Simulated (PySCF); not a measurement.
# GeH7NSi2: the cost of one run

The runs use PySCF 2.14.0, with density-fitted response routines of our own; the level of theory stands in each step. All values are computed, except where a source is named. Atoms are numbered from 0 throughout.

## Step 1: The molecule as given

11 atoms, charge 0, multiplicity 1; geometry from: GFN2-xTB. The atoms were then displaced at random by about 0.01 Å, so the start is not that level's minimum.

Bonds of the start (Å): N0–Si1 1.74, Si1–Si2 2.33, Si2–Ge3 2.43, Ge3–N0 1.92, N0–H4 0.98, Si1–H5 1.47, Si1–H6 1.46, Si2–H7 1.47, Si2–H8 1.44, Ge3–H9 1.52, Ge3–H10 1.50.

## Step 2: Geometry optimisation at PBE0-D3(BJ)/def2-SVP

What the job is given:

```
{"job": {"xc": "PBE0", "basis": "def2-SVP", "d3": "d3bj", "grid": 1, "shake": 0.01, "kind": "geom"}, "charge": 0, "multiplicity": 1}
N      0.693590    -1.066240     0.063450
Si    -1.038730    -1.077920     0.264870
Si    -0.990240     1.231770    -0.064870
Ge     1.367330     0.697260    -0.258930
H      1.229750    -1.883540     0.095390
H     -1.455950    -1.550940     1.589170
H     -1.721830    -1.875550    -0.750180
H     -1.179480     2.204280     1.022230
H     -1.475960     1.880160    -1.257630
H      2.440790     0.868530     0.801870
H      2.168830     0.546350    -1.521030
```

Started as:

```console
$ OMP_NUM_THREADS=1 python probes_run.py task.json out
```

This one command runs all jobs of the session in turn.

Q: Estimate the wall time and peak memory of this first job on 1 thread of Arm Neoverse V1, shared host.

About 38 s, with a peak of 0.5 GiB.
